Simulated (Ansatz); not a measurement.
# H₆NO₂ScSi: basis-set convergence

An exercise on one series of results from a longer session: the logs are not shown, and one member is left open.

Program: Ansatz 0.2.0, Gaussian basis. Level of theory: one geometry, several basis sets. These are calculated values, not measurements.

Levels to be run: PBE0-D4/def2-SVP; ωB97M-V/def2-SVP; PBE0-D4/def2-QZVPP; ωB97M-V/def2-QZVPP; the functionals' def2-TZVPP values are taken from earlier runs.

### The relaxed structure

All runs share one geometry, relaxed beforehand with PBE0-D4 in a triple-zeta def2 set.

SMILES `[NH2][Sc]([OH])[O][SiH3]`, 11 atoms, charge 0, spin multiplicity 1.

Atoms are counted from 1 here; the program's logs count them from 0.

Bond lengths: N1–Sc2 1.980 Å, N1–H6 1.012 Å, N1–H7 1.012 Å, Sc2–O3 1.868 Å, Sc2–O4 1.906 Å, O3–H8 0.952 Å, O4–Si5 1.624 Å, Si5–H9 1.490 Å, Si5–H10 1.491 Å, Si5–H11 1.490 Å. Angles: Sc2–N1–H6 126.2°, Sc2–N1–H7 126.3°, H6–N1–H7 107.5°, N1–Sc2–O3 116.8°, N1–Sc2–O4 117.2°, O3–Sc2–O4 125.9°, Sc2–O3–H8 167.4°, Sc2–O4–Si5 177.0°, O4–Si5–H9 110.7°, O4–Si5–H10 111.0°, O4–Si5–H11 110.8°, H9–Si5–H10 108.0°, H9–Si5–H11 108.1°, H10–Si5–H11 108.0°.

Coordinates:

```
N     0.1450    1.2181    2.2102
Sc    0.4417   -0.2813    0.9516
O     1.3499   -1.7730    1.6158
O    -0.2250   -0.0762   -0.8225
Si   -0.7678    0.0203   -2.3500
H    -0.3280    2.0886    2.0027
H     0.4377    1.2543    3.1783
H     1.7844   -2.6078    1.7609
H    -2.2164   -0.3235   -2.4176
H    -0.0284   -0.9185   -3.2412
H    -0.5930    1.3990   -2.8883
```

Set-up of the first run:

File in.yaml:

```yaml
crystal:
  periodic: [false, false, false]
  atoms:
    - {symbol: N, position_ang: [0.145016, 1.218054, 2.210213]}
    - {symbol: Sc, position_ang: [0.441669, -0.281348, 0.951597]}
    - {symbol: O, position_ang: [1.349888, -1.773004, 1.615777]}
    - {symbol: O, position_ang: [-0.225038, -0.076192, -0.822508]}
    - {symbol: Si, position_ang: [-0.767775, 0.020291, -2.349975]}
    - {symbol: H, position_ang: [-0.328023, 2.088649, 2.002745]}
    - {symbol: H, position_ang: [0.437696, 1.254324, 3.178268]}
    - {symbol: H, position_ang: [1.784443, -2.607829, 1.760931]}
    - {symbol: H, position_ang: [-2.216447, -0.323474, -2.417594]}
    - {symbol: H, position_ang: [-0.028412, -0.918499, -3.241172]}
    - {symbol: H, position_ang: [-0.593028, 1.399019, -2.888273]}
basis:
  gaussian: {orbitals: def2-SVP}
hamiltonian: {xc: pbe0, dispersion: d4}
output: {orbitals: {seedname: orbitals}}
```

Launch:

```
$ ansatz run in.yaml --threads 2 --pin off --events-out ev --progress --plain --max-ram 20480MiB --backend cpu
```

Among the steps run: PBE0-D4 in def2-SVP; ωB97M-V in def2-SVP; PBE0-D4 in def2-QZVPP; ωB97M-V in def2-QZVPP.

One of the session's tables, all rows but one given; the rest of the session is left out.

It belongs to the step «Density functionals: the series». 

```
functional       basis  HOMO (eV)  LUMO (eV)
   PBE0-D4    def2-SVP      -6.70      -1.27
   PBE0-D4  def2-TZVPP      -7.09      -1.53
   PBE0-D4  def2-QZVPP          ?          ?
   ωB97M-V    def2-SVP      -9.08       0.05
   ωB97M-V  def2-TZVPP      -9.48      -0.10
   ωB97M-V  def2-QZVPP      -9.50      -0.20
```

Estimate the missing values for PBE0-D4, def2-QZVPP.

**Answer.** HOMO (eV): -7.12; LUMO (eV): -1.54. In the column «HOMO (eV)» it lies between ωB97M-V, def2-SVP (-9.08) and PBE0-D4, def2-TZVPP (-7.09).
